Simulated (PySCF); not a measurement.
# C2H2BCl2N: the cost of one run

Computed with PySCF 2.14.0, with density-fitted response routines of our own, on a single molecule in the gas phase. Atoms are numbered from 0 throughout.

## (1) Starting geometry

8 atoms, charge 0, multiplicity 1; geometry from: GFN2-xTB. The atoms were then displaced at random by about 0.01 Å, so the start is not that level's minimum.

Bonds of the start (Å): N0–C1 1.12, C1–C2 1.44, C2–B3 1.66, B3–Cl4 1.70, B3–Cl5 1.70, C2–H6 1.08, C2–H7 1.08.

## (2) Optimising the geometry at PBE0-D3(BJ)/def2-SVP

What the job is given:

```
{"job": {"xc": "PBE0", "basis": "def2-SVP", "d3": "d3bj", "grid": 1, "shake": 0.01, "kind": "geom"}, "charge": 0, "multiplicity": 1}
N     -1.277110     2.140690     0.260760
C     -0.964190     1.093120     0.036900
C     -0.547700    -0.251960    -0.257230
B      1.042140    -0.469080     0.155720
Cl     2.165020    -0.887290    -1.044630
Cl     1.493750    -0.294800     1.789050
H     -1.169910    -0.919700     0.322790
H     -0.686860    -0.430120    -1.315810
```

On the command line:

```sh
> OMP_NUM_THREADS=1 python probes_run.py task.json out
```

One launch serves the whole session: the jobs run in the order shown.

**Question.** How long does this first job take on 1 thread of Arm Neoverse V1, shared host, and how much memory does it need?

About 68 s, with a peak of 0.42 GiB.
